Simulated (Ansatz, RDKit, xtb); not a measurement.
# Isomers of CH9ClOSi3, a sample narrowed down

Which of a sample of isomers of CH9ClOSi3 is the most stable in the gas at 298.15 K, and what are its properties? The sample is small against all isomers, and the most stable one of this formula need not be in it.

The funnel: GFN2-xTB relaxations, single points with a density functional, relaxations at PBE-D3(BJ)/def2-SVP, harmonic vibrations (at GFN2-xTB), and a last energy at a higher level. All values are calculated.

## 1. Possible bonding patterns

Isomers were taken from a list of plausible structures; this is a sample, not all of them. That gives 4 candidates.

```tsv
label	SMILES	spin
c198	CO[Si@@H]([SiH3])[SiH2]Cl	singlet
c479	CO[Si@@H](Cl)[SiH2][SiH3]	singlet
c545	CO[SiH2][Si@@H]([SiH3])Cl	singlet
c550	CO[SiH2][SiH2][SiH2]Cl	singlet
```

Candidates are built by distance geometry, with a force field where one applies, in up to four conformers (letters a to d).

Q: Predict the outcome of this search (final energies at CCSD(T)/def2-SVP + MP2/def2-TZVPP - MP2/def2-SVP).

| quantity | value |
| --- | --- |
| lowest structure found | CO[Si@@H](Cl)[SiH2][SiH3], singlet |
| next finalist | CO[SiH2][SiH2][SiH2]Cl, singlet, 5.9 kcal/mol higher in G |
| share at equilibrium, among the finalists | 100.0 % |

The search ends on `CO[Si@@H](Cl)[SiH2][SiH3]`. The margin of 5.9 kcal/mol over the next finalist is beyond the usual error of the last level; it says nothing of structures that weren't ranked. With 7 minima in the window unscreened, the next finalist need not be the second lowest, and margin and share hold for the finalists alone. HF/STO-3G, r2SCAN-D4/def2-SVP, PBE-D3(BJ)/def2-SVP, HF/def2-SVP and MP2/def2-SVP already put its bonding pattern lowest among the structures in one piece; GFN2-xTB favours the singlet CO[SiH2][Si@@H]([SiH3])Cl (c545b, not a finalist). 7 minima inside the window were never screened. The search is not exhaustive (a finite list of starts, one conformer a finalist), so a lower isomer can't be ruled out. Only 4 drawn patterns were tried, so whole families of isomers are missing, and the result ranks only the part of this sample that was screened. The lowest isomer need not be the one that is made and kept in a bottle, which depends on barriers.
